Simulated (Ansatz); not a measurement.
# AlBH5OS (charge +1): inversion of the pyramid at S4

Wanted: the energy profile along the inversion of the pyramid at S4, from relaxed end points and a band of images. SMILES of the start: [BH2][AlH][O][SH2+].

Method: RKS B3LYP/6-31G*, in Ansatz 0.2.0.

### 1 Starting point

Bond lengths: B1–Al2 2.056 Å, Al2–O3 1.766 Å, O3–S4 1.569 Å, B1–H5 1.173 Å, B1–H6 1.174 Å, Al2–H7 1.550 Å, S4–H8 1.381 Å, S4–H9 1.378 Å. Angles: B1–Al2–O3 113.8°, B1–Al2–H7 147.6°, O3–Al2–H7 98.6°, Al2–B1–H5 121.8°, Al2–B1–H6 121.4°, H5–B1–H6 116.3°, Al2–O3–S4 171.4°, O3–S4–H8 100.0°, O3–S4–H9 100.3°, H8–S4–H9 90.1°.

Coordinates:

```xyz
9

B     1.5642    1.7572   -0.3128
Al    0.7158   -0.0477   -0.8139
O    -0.7337   -0.4380    0.1169
S    -2.0779   -0.9252    0.7634
H     1.2945    2.7468   -0.8828
H     2.2241    1.8758    0.6514
H     0.7742   -1.3218   -1.6945
H    -1.5968   -1.4550    1.9449
H    -2.1644   -2.1922    0.2275
```

### 2 End point A

Contents of input.yaml:

```yaml
crystal:
  periodic: [false, false, false]
  atoms:
    - { symbol: B, position_ang: [1.5642, 1.75722, -0.31276] }
    - { symbol: Al, position_ang: [0.71579, -0.04771, -0.81394] }
    - { symbol: O, position_ang: [-0.73369, -0.43801, 0.11686] }
    - { symbol: S, position_ang: [-2.07789, -0.92516, 0.76338] }
    - { symbol: H, position_ang: [1.29449, 2.74682, -0.88283] }
    - { symbol: H, position_ang: [2.22406, 1.87582, 0.6514] }
    - { symbol: H, position_ang: [0.77423, -1.32176, -1.69448] }
    - { symbol: H, position_ang: [-1.59683, -1.45502, 1.94491] }
    - { symbol: H, position_ang: [-2.16435, -2.1922, 0.22745] }
total_charge: 1
basis:
  gaussian: { orbitals: "6-31G*" }
hamiltonian:
  xc: b3lyp
relax:
  f_tol: 0.015
  max_steps: 40
```

Started as:

```
ansatz run input.yaml --threads 1 --pin off --max-ram 2048MiB --backend cpu --events-out ev --progress --plain --runs-dir out
```

Output, shortened:

```text
Warning: RAYON_NUM_THREADS=1 ignored (pool sized by the plan → 1); use --threads N
[...]
Functional definition: B3LYP
[...]
820 factors; integrals over basis functions are off by at most 6.5e-4 eV
[...]
mean field -20228.00474111 eV, -743.3654632019 hartree, gradient 2.5e-5 eV, S^2 0.000000; 0 other end points of the search recorded, 0 dependent functions left out
[...]
reference -20228.00501168 eV, -743.3654731450 hartree; 23, 23 occupied and 55, 55 virtual orbitals, 820 factors
relax step   1: F+E_penalty+E_count = -20228.00474111 eV  Δ(F+E_penalty+E_count) = +0.000e0 eV  max|allowed force component| = 1.456e0 eV/Å  Δτ_max = 0.0000 Å  (25 SCF iters, accepted)
[...]
relax step   4: F+E_penalty+E_count = -20228.18843431 eV  Δ(F+E_penalty+E_count) = -1.133e-2 eV  max|allowed force component| = 2.256e-1 eV/Å  Δτ_max = 0.0222 Å  (28 SCF iters, accepted)
[...]
relax step   7: F+E_penalty+E_count = -20228.25532846 eV  Δ(F+E_penalty+E_count) = -2.490e-2 eV  max|allowed force component| = 2.509e-1 eV/Å  Δτ_max = 0.1999 Å  (28 SCF iters, accepted)
[...]
relax step  10: F+E_penalty+E_count = -20228.27435683 eV  Δ(F+E_penalty+E_count) = +5.216e-3 eV  max|allowed force component| = 3.566e-1 eV/Å  Δτ_max = 0.0760 Å  (27 SCF iters, rejected (line search))
[...]
relax step  11: F+E_penalty+E_count = -20228.28312084 eV  Δ(F+E_penalty+E_count) = -3.548e-3 eV  max|allowed force component| = 4.019e-2 eV/Å  Δτ_max = 0.0369 Å  (29 SCF iters, accepted)
[...]
relax step  12: F+E_penalty+E_count = -20228.28721394 eV  Δ(F+E_penalty+E_count) = -4.093e-3 eV  max|allowed force component| = 3.670e-2 eV/Å  Δτ_max = 0.0997 Å  (28 SCF iters, accepted)
[...]
820 factors; integrals over basis functions are off by at most 5.7e-4 eV
[...]
```

### 3 The output, continued: end point A relaxed

Output, continued, shortened:

```text
mean field -20228.28474628 eV, -743.3757532018 hartree, gradient 2.6e-5 eV, S^2 0.000000; 0 other end points of the search recorded, 0 dependent functions left out
[...]
reference -20228.28501269 eV, -743.3757629924 hartree; 23, 23 occupied and 55, 55 virtual orbitals, 820 factors
relax step  13: F+E_penalty+E_count = -20228.28474628 eV  Δ(F+E_penalty+E_count) = +2.468e-3 eV  max|allowed force component| = 2.969e-1 eV/Å  Δτ_max = 0.1449 Å  (28 SCF iters, rejected (line search))
[...]
relax step  15: F+E_penalty+E_count = -20228.28915734 eV  Δ(F+E_penalty+E_count) = -2.541e-4 eV  max|allowed force component| = 6.481e-2 eV/Å  Δτ_max = 0.0477 Å  (28 SCF iters, accepted)
[...]
relax step  17: F+E_penalty+E_count = -20228.28930526 eV  Δ(F+E_penalty+E_count) = -1.479e-4 eV  max|allowed force component| = 1.082e-2 eV/Å  Δτ_max = 0.0065 Å  (23 SCF iters, accepted)
[...]
Total energy: -20228.28970326 eV, -743.3759353676 hartree
Atom 0 at     1.646785     1.809330    -0.367564 Å, force    -0.005173     0.008161     0.007009 eV/Å
Atom 1 at     0.540384     0.001628    -0.554088 Å, force    -0.001356    -0.001764     0.002371 eV/Å
Atom 2 at    -0.972168    -0.041044     0.492150 Å, force    -0.003400    -0.007143    -0.003064 eV/Å
Atom 3 at    -2.128099    -1.099008     0.673188 Å, force     0.007172     0.011056    -0.001077 eV/Å
Atom 4 at     1.416545     2.733876    -1.082920 Å, force     0.004546    -0.004385     0.000006 eV/Å
Atom 5 at     2.505527     1.914313     0.451683 Å, force    -0.001592    -0.001749    -0.005495 eV/Å
Atom 6 at     0.516922    -1.400089    -1.294247 Å, force    -0.002053    -0.000500     0.000260 eV/Å
Atom 7 at    -1.765374    -1.767358     1.806614 Å, force     0.000977    -0.001673     0.001524 eV/Å
Atom 8 at    -1.760512    -2.151647    -0.124827 Å, force     0.000879    -0.002003    -0.001533 eV/Å
Dipole moment:    -0.290992    -0.630008     0.146743 e Å
```

It took 2.3 min on 1 thread of Arm Neoverse N1, shared host; peak memory 0.15 GiB.

The steps of the relaxation:

```csv
step,energy from step 1 (eV),largest force component (eV/Å)
1,0.0000,1.4561
2,-0.1328,0.9142
3,-0.1724,0.3761
4,-0.1837,0.2256
5,-0.2165,0.3353
6,-0.2257,0.7826
7,-0.2506,0.2509
8,-0.2686,0.1356
9,-0.2748,0.1756
10x,-0.2696,0.3566
11,-0.2784,0.0402
12,-0.2825,0.0367
13x,-0.2800,0.2969
14,-0.2842,0.0546
15,-0.2844,0.0648
16x,-0.2842,0.0337
17,-0.2846,0.0108
18x,-0.2842,0.0539
19,-0.2846,0.0062
20,-0.2847,0.0098
21,-0.2847,0.0111
```

Step 1 is the start. 4 steps were tried and not accepted (marked x).

After: Bond lengths: B1–Al2 2.128 Å, Al2–O3 1.840 Å, O3–S4 1.577 Å, B1–H5 1.191 Å, B1–H6 1.191 Å, Al2–H7 1.585 Å, S4–H8 1.365 Å, S4–H9 1.371 Å. Angles: B1–Al2–O3 113.4°, B1–Al2–H7 143.1°, O3–Al2–H7 103.5°, Al2–B1–H5 120.4°, Al2–B1–H6 120.7°, H5–B1–H6 118.9°, Al2–O3–S4 133.1°, O3–S4–H8 103.2°, O3–S4–H9 104.6°, H8–S4–H9 92.1°.

### 4 End point B

The second end starts from a geometry with the move made by hand.

Changes to input.yaml since step 2:

```diff
@@ -10,4 +10,4 @@
     - { symbol: H, position_ang: [0.77423, -1.32176, -1.69448] }
-    - { symbol: H, position_ang: [-1.59683, -1.45502, 1.94491] }
-    - { symbol: H, position_ang: [-2.16435, -2.1922, 0.22745] }
+    - { symbol: H, position_ang: [-2.41028, 0.19645, 1.49802] }
+    - { symbol: H, position_ang: [-2.97248, -0.55153, -0.21652] }
 total_charge: 1
```

Started as:

```
ansatz run input.yaml --threads 1 --pin off --max-ram 2048MiB --backend cpu --events-out ev --progress --plain --runs-dir out
```

Output, shortened:

```text
Warning: RAYON_NUM_THREADS=1 ignored (pool sized by the plan → 1); use --threads N
[...]
[... 1 set-up line as earlier in the session ...]
[...]
820 factors; integrals over basis functions are off by at most 5.2e-4 eV
[...]
mean field -20227.96974986 eV, -743.3641772971 hartree, gradient 3.0e-5 eV, S^2 0.000000; 0 other end points of the search recorded, 0 dependent functions left out
[...]
reference -20227.97001844 eV, -743.3641871672 hartree; 23, 23 occupied and 55, 55 virtual orbitals, 820 factors
relax step   1: F+E_penalty+E_count = -20227.96974986 eV  Δ(F+E_penalty+E_count) = +0.000e0 eV  max|allowed force component| = 1.248e0 eV/Å  Δτ_max = 0.0000 Å  (25 SCF iters, accepted)
[...]
relax step   4: F+E_penalty+E_count = -20228.16606609 eV  Δ(F+E_penalty+E_count) = -1.148e-2 eV  max|allowed force component| = 2.072e-1 eV/Å  Δτ_max = 0.0357 Å  (28 SCF iters, accepted)
[...]
relax step   7: F+E_penalty+E_count = -20228.26147132 eV  Δ(F+E_penalty+E_count) = -3.374e-2 eV  max|allowed force component| = 2.095e-1 eV/Å  Δτ_max = 0.1329 Å  (27 SCF iters, accepted)
[...]
relax step  10: F+E_penalty+E_count = -20228.28219968 eV  Δ(F+E_penalty+E_count) = -3.904e-3 eV  max|allowed force component| = 4.040e-1 eV/Å  Δτ_max = 0.1084 Å  (27 SCF iters, accepted)
[...]
relax step  13: F+E_penalty+E_count = -20228.29837319 eV  Δ(F+E_penalty+E_count) = -2.068e-3 eV  max|allowed force component| = 2.546e-1 eV/Å  Δτ_max = 0.1113 Å  (26 SCF iters, accepted)
[...]
relax step  14: F+E_penalty+E_count = -20228.30000118 eV  Δ(F+E_penalty+E_count) = -1.628e-3 eV  max|allowed force component| = 2.355e-1 eV/Å  Δτ_max = 0.1999 Å  (27 SCF iters, accepted)
[...]
820 factors; integrals over basis functions are off by at most 6.1e-4 eV
mean field -20228.30525106 eV, -743.3765067387 hartree, gradient 1.2e-5 eV, S^2 0.000000; 0 other end points of the search recorded, 0 dependent functions left out
[...]
reference -20228.30551755 eV, -743.3765165321 hartree; 23, 23 occupied and 55, 55 virtual orbitals, 820 factors
```

### 5 More of the same log: end point B relaxed

The log, continued, shortened:

```text
relax step  15: F+E_penalty+E_count = -20228.30525106 eV  Δ(F+E_penalty+E_count) = -5.250e-3 eV  max|allowed force component| = 4.895e-2 eV/Å  Δτ_max = 0.0688 Å  (28 SCF iters, accepted)
[...]
relax step  17: F+E_penalty+E_count = -20228.29914617 eV  Δ(F+E_penalty+E_count) = +6.639e-3 eV  max|allowed force component| = 3.162e-1 eV/Å  Δτ_max = 0.1199 Å  (27 SCF iters, rejected (line search))
[...]
relax step  19: F+E_penalty+E_count = -20228.30780484 eV  Δ(F+E_penalty+E_count) = -1.679e-3 eV  max|allowed force component| = 1.056e-2 eV/Å  Δτ_max = 0.0387 Å  (27 SCF iters, accepted)
[...]
relax step  21: F+E_penalty+E_count = -20228.30808674 eV  Δ(F+E_penalty+E_count) = -1.043e-4 eV  max|allowed force component| = 3.416e-2 eV/Å  Δτ_max = 0.0131 Å  (23 SCF iters, accepted)
[...]
Total energy: -20228.30860801 eV, -743.3766301043 hartree
Atom 0 at     1.741954     1.840283    -0.393804 Å, force    -0.000637     0.000758     0.003226 eV/Å
Atom 1 at     0.665631     0.016699    -0.598715 Å, force    -0.000846     0.001783    -0.008182 eV/Å
Atom 2 at    -1.003136     0.159328     0.187277 Å, force    -0.005378    -0.005137     0.002661 eV/Å
Atom 3 at    -2.151900    -0.927470     0.283387 Å, force    -0.005540     0.012417     0.004745 eV/Å
Atom 4 at     1.649147     2.697742    -1.216418 Å, force     0.001001    -0.002345    -0.000183 eV/Å
Atom 5 at     2.453145     2.026045     0.544277 Å, force     0.000391     0.000580    -0.000206 eV/Å
Atom 6 at     0.776102    -1.440107    -1.195287 Å, force     0.000801    -0.000296     0.002327 eV/Å
Atom 7 at    -2.500840    -0.861900     1.600231 Å, force     0.000529    -0.000847    -0.008625 eV/Å
Atom 8 at    -3.251673    -0.218480    -0.101817 Å, force     0.009680    -0.006912     0.004237 eV/Å
Dipole moment:    -0.706692    -0.272329     0.210568 e Å
```

Run time: 2.7 min. Hardware: 1 thread of Arm Neoverse N1, shared host; peak memory 0.15 GiB.

Step by step:

```csv
step,energy from step 1 (eV),largest force component (eV/Å)
1,0.0000,1.2479
2,-0.1455,0.9288
3,-0.1848,0.4556
4,-0.1963,0.2072
5,-0.2362,0.2270
6,-0.2580,0.5212
7,-0.2917,0.2095
8,-0.2973,0.3010
9,-0.3085,0.2823
10,-0.3125,0.4040
11,-0.3265,0.1327
12,-0.3266,0.1175
13,-0.3286,0.2546
14,-0.3303,0.2355
15,-0.3355,0.0489
16,-0.3360,0.0632
17x,-0.3294,0.3162
18,-0.3364,0.0953
19,-0.3381,0.0106
20,-0.3382,0.0379
21,-0.3383,0.0342
22,-0.3385,0.0211
23,-0.3386,0.0174
24,-0.3386,0.0124
```

Step 1 is the start. 1 step was tried and not accepted (marked x).

After: Bond lengths: B1–Al2 2.127 Å, Al2–O3 1.850 Å, O3–S4 1.584 Å, B1–H5 1.192 Å, B1–H6 1.192 Å, Al2–H7 1.578 Å, S4–H8 1.364 Å, S4–H9 1.364 Å. Angles: B1–Al2–O3 110.4°, B1–Al2–H7 142.4°, O3–Al2–H7 107.2°, Al2–B1–H5 120.7°, Al2–B1–H6 120.8°, H5–B1–H6 118.5°, Al2–O3–S4 128.8°, O3–S4–H8 102.2°, O3–S4–H9 102.2°, H8–S4–H9 92.4°.

### 6 Nudged elastic band

crystal.atoms is end A as relaxed above, and neb.final_atoms is end B, turned to lie on A. With 9 inner images the band has 11 in all.

Contents of input.yaml:

```yaml
crystal:
  periodic: [false, false, false]
  atoms:
    - { symbol: B, position_ang: [1.646785, 1.80933, -0.367564] }
    - { symbol: Al, position_ang: [0.540384, 0.001628, -0.554088] }
    - { symbol: O, position_ang: [-0.972168, -0.041044, 0.49215] }
    - { symbol: S, position_ang: [-2.128099, -1.099008, 0.673188] }
    - { symbol: H, position_ang: [1.416545, 2.733876, -1.08292] }
    - { symbol: H, position_ang: [2.505527, 1.914313, 0.451683] }
    - { symbol: H, position_ang: [0.516922, -1.400089, -1.294247] }
    - { symbol: H, position_ang: [-1.765374, -1.767358, 1.806614] }
    - { symbol: H, position_ang: [-1.760512, -2.151647, -0.124827] }
total_charge: 1
basis:
  gaussian: { orbitals: "6-31G*" }
hamiltonian:
  xc: b3lyp
neb:
  order_check: false
  images: 9
  f_tol: 0.05
  max_iterations: 35
  initial_path: idpp
  final_atoms:
    - { symbol: B, position_ang: [1.56856373, 1.83407477, -0.36248841] }
    - { symbol: Al, position_ang: [0.81577868, -0.1370131, -0.63460163] }
    - { symbol: O, position_ang: [-0.72467863, -0.38356361, 0.35994041] }
    - { symbol: S, position_ang: [-1.63681318, -1.67384319, 0.47489664] }
    - { symbol: H, position_ang: [1.21024592, 2.72540852, -1.06794953] }
    - { symbol: H, position_ang: [2.35986318, 2.07100147, 0.49658494] }
    - { symbol: H, position_ang: [1.09874712, -1.48927368, -1.39729809] }
    - { symbol: H, position_ang: [-1.80356037, -1.78933195, 1.82359764] }
    - { symbol: H, position_ang: [-2.88813644, -1.15745824, 0.30730702] }
```

Started as:

```
ansatz run input.yaml --threads 1 --pin off --max-ram 2048MiB --backend cpu --events-out ev --progress --plain --runs-dir out
```

Output, shortened:

```text
Warning: RAYON_NUM_THREADS=1 ignored (pool sized by the plan → 1); use --threads N
[...]
[... 1 set-up line as earlier in the session ...]
[...]
819 factors; integrals over basis functions are off by at most 5.8e-4 eV
[...]
mean field -20228.28945710 eV, -743.3759263214 hartree, gradient 3.6e-5 eV, S^2 0.000000; 0 other end points of the search recorded, 0 dependent functions left out
[...]
reference -20228.28972399 eV, -743.3759361295 hartree; 23, 23 occupied and 55, 55 virtual orbitals, 819 factors
819 factors; integrals over basis functions are off by at most 7.5e-4 eV
[...]
mean field -20228.30834485 eV, -743.3766204332 hartree, gradient 1.3e-5 eV, S^2 0.000000; 0 other end points of the search recorded, 0 dependent functions left out
[...]
reference -20228.30861222 eV, -743.3766302589 hartree; 23, 23 occupied and 55, 55 virtual orbitals, 819 factors
[...]
Total energy: -20226.60898847 eV, -743.3141702381 hartree
Atom 0 at     1.446673     2.011610    -0.367037 Å, force     0.004700     0.000546    -0.000273 eV/Å
Atom 1 at     0.785662    -0.012160    -0.463758 Å, force    -0.010424     0.006747     0.009097 eV/Å
Atom 2 at    -0.852020    -0.142041     0.418858 Å, force     0.010390    -0.020741    -0.017219 eV/Å
Atom 3 at    -1.693575    -1.480548     0.632464 Å, force     0.006800     0.008604     0.007605 eV/Å
Atom 4 at     1.130594     2.794849    -1.207309 Å, force    -0.000965    -0.000675    -0.001323 eV/Å
Atom 5 at     2.145850     2.375958     0.526511 Å, force    -0.002737     0.001064     0.000193 eV/Å
Atom 6 at     1.160915    -1.445688    -1.004349 Å, force     0.001946     0.002809     0.000185 eV/Å
Atom 7 at    -1.547739    -2.204082     1.752708 Å, force    -0.003914    -0.003977     0.001092 eV/Å
Atom 8 at    -2.576351    -1.897897    -0.288098 Å, force    -0.005797     0.005623     0.000643 eV/Å
Dipole moment:    -0.406392    -0.689708     0.098265 e Å
this run last wrote the band of iteration 12 to <dir>
```

It took 11 min on 1 thread of Arm Neoverse N1, shared host; peak memory 0.16 GiB.

### 7 The band, image by image

The 9 inner images lie between the fixed ends 0 and 10. Energy is taken from image 0, and the path length is the program's own coordinate along the band.

| image | path (Å) | energy (eV) | sum of angles at S4 (°) | band force (eV/Å) |
| --- | --- | --- | --- | --- |
| 0 | 0.000 | 0.0000 | 299.9 | - |
| 1 | 0.397 | 0.0062 | 300.5 | 0.006 |
| 2 | 0.794 | 0.0194 | 301.4 | 0.014 |
| 3 | 1.191 | 0.0330 | 302.6 | 0.019 |
| 4 | 1.589 | 0.4845 | 333.6 | 0.023 |
| 5* | 1.988 | 1.6807 | 360.0 | 0.020 |
| 6 | 2.253 | 1.0314 | 346.6 | 0.006 |
| 7 | 2.518 | 0.2481 | 318.6 | 0.015 |
| 8 | 2.783 | 0.0174 | 299.7 | 0.016 |
| 9 | 3.048 | -0.0130 | 297.2 | 0.003 |
| 10 | 3.313 | -0.0189 | 296.7 | - |

The star marks the climbing image.

image, energy (eV) and a bar:
```
        0      0.000 
        1      0.006 
        2      0.019 #
        3      0.033 #
        4      0.484 #########
        5      1.681 ##############################
        6      1.031 ###################
        7      0.248 #####
        8      0.017 #
        9     -0.013 
       10     -0.019
```

The top of the band by iteration:

```csv
iteration,highest image above image 0 (eV),largest band force (eV/Å)
1,1.9007,2.925
2,1.7609,1.756
3,1.6685,0.655
4,1.6163,1.353
5,1.6804,0.448
6,1.6846,0.133
7,1.6837,0.054
8,1.6824,0.080
9,1.6816,0.056
10,1.6812,0.136
11,1.6812,0.177
12,1.6807,0.023
```

Positions of all images (Å):

```xyz
9
image=0 dE=0.0000
B     1.647    1.809   -0.368
Al    0.540    0.002   -0.554
O    -0.972   -0.041    0.492
S    -2.128   -1.099    0.673
H     1.417    2.734   -1.083
H     2.506    1.914    0.452
H     0.517   -1.400   -1.294
H    -1.765   -1.767    1.807
H    -1.761   -2.152   -0.125
9
image=1 dE=0.0062
B     1.614    1.837   -0.370
Al    0.580   -0.019   -0.489
O    -0.962   -0.043    0.518
S    -2.117   -1.095    0.729
H     1.391    2.695   -1.166
H     2.420    2.039    0.483
H     0.614   -1.449   -1.170
H    -1.632   -1.921    1.703
H    -1.908   -2.044   -0.237
9
image=2 dE=0.0194
B     1.569    1.868   -0.375
Al    0.634   -0.042   -0.450
O    -0.944   -0.063    0.508
S    -2.091   -1.102    0.796
H     1.322    2.689   -1.202
H     2.341    2.139    0.491
H     0.771   -1.495   -1.062
H    -1.503   -2.054    1.580
H    -2.097   -1.941   -0.286
9
image=3 dE=0.0330
B     1.512    1.907   -0.378
Al    0.707   -0.064   -0.446
O    -0.900   -0.125    0.465
S    -2.055   -1.114    0.861
H     1.229    2.709   -1.213
H     2.254    2.231    0.496
H     0.987   -1.518   -0.999
H    -1.432   -2.167    1.474
H    -2.302   -1.859   -0.260
9
image=4 dE=0.4845
B     1.485    1.978   -0.374
Al    0.787   -0.037   -0.474
O    -0.831   -0.206    0.402
S    -1.947   -1.246    0.791
H     1.181    2.770   -1.211
H     2.198    2.328    0.514
H     1.131   -1.473   -1.020
H    -1.510   -2.215    1.653
H    -2.494   -1.900   -0.281
9
image=5 dE=1.6807
B     1.447    2.012   -0.367
Al    0.786   -0.012   -0.464
O    -0.852   -0.142    0.419
S    -1.694   -1.481    0.632
H     1.131    2.795   -1.207
H     2.146    2.376    0.527
H     1.161   -1.446   -1.004
H    -1.548   -2.204    1.753
H    -2.576   -1.898   -0.288
9
image=6 dE=1.0314
B     1.411    2.039   -0.357
Al    0.779    0.010   -0.453
O    -0.889   -0.160    0.431
S    -1.503   -1.631    0.522
H     1.087    2.816   -1.200
H     2.100    2.415    0.540
H     1.189   -1.418   -0.995
H    -1.585   -2.177    1.759
H    -2.588   -1.894   -0.247
9
image=7 dE=0.2481
B     1.378    2.068   -0.345
Al    0.766    0.040   -0.438
O    -0.898   -0.244    0.417
S    -1.351   -1.775    0.432
H     1.053    2.837   -1.194
H     2.059    2.451    0.554
H     1.214   -1.382   -0.980
H    -1.643   -2.123    1.723
H    -2.576   -1.872   -0.171
9
image=8 dE=0.0174
B     1.339    2.102   -0.331
Al    0.778    0.056   -0.439
O    -0.836   -0.383    0.370
S    -1.309   -1.901    0.403
H     1.018    2.866   -1.186
H     2.015    2.494    0.568
H     1.291   -1.333   -0.991
H    -1.717   -2.061    1.693
H    -2.580   -1.840   -0.087
9
image=9 dE=-0.0130
B     1.287    2.101   -0.317
Al    0.847    0.024   -0.464
O    -0.756   -0.461    0.326
S    -1.329   -1.937    0.413
H     0.938    2.862   -1.165
H     1.920    2.522    0.601
H     1.448   -1.318   -1.038
H    -1.756   -2.003    1.706
H    -2.599   -1.790   -0.062
9
image=10 dE=-0.0189
B     1.550    1.851   -0.354
Al    0.861   -0.150   -0.569
O    -0.740   -0.382    0.330
S    -1.629   -1.687    0.452
H     1.223    2.695   -1.129
H     2.274    2.153    0.543
H     1.225   -1.533   -1.236
H    -1.887   -1.736    1.791
H    -2.877   -1.212    0.172
```

(Part 1 of 2 ends here.)
